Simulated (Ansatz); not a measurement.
Crystal: HfIn4SiO6.

```
CELL_PARAMETERS angstrom
2.71585 -4.70357 0.00833
2.71585 4.70357 0.00833
-1.87915 0.00000 7.40127
ATOMIC_POSITIONS crystal
Hf 0.78835 0.21165 0.00000
In 0.62175 0.37825 0.50000
In 0.45502 0.54498 0.00000
In 0.28407 0.71593 0.50000
In 0.95814 0.04186 0.50000
Si 0.12168 0.87832 0.00000
O 0.06219 0.11415 0.86666
O 0.88585 0.93781 0.13334
O 0.79490 0.53784 0.86663
O 0.46216 0.20510 0.13337
O 0.15352 0.62879 0.13333
O 0.37121 0.84648 0.86667
```

The cell was built by a generator and needn't be a form met in nature.

Base run:

```yaml
Program: Ansatz 0.2.0
Functional: PBE
Potentials_or_basis: all-electron LAPW, scalar-relativistic
Cutoff: 375 eV (chosen from the basis error)
Basis_error_allowed: 0.002 eV/atom
k_mesh: 4 × 4 × 3
Occupations: fermi-dirac, width 0.05 eV
Spin: no spin polarisation
```

Its results: band gap on the k mesh none (metal or under the smearing width); pressure -0.3 GPa; largest force 0.083 eV/Å.

The run is repeated on the same cell with these changes: hubbard terms from none to Hf d U = 6 eV. What comes out?

Band gap on the k mesh none (metal or under the smearing width); pressure 1.2 GPa; largest force 0.310 eV/Å.

Caveats: the k mesh is thin for a metal, which can move the energy by tens of meV per atom; U is the effective U less J, on atomic orbitals that reach past the spheres (some runs); U without spin polarisation on a metal has little footing (some runs).
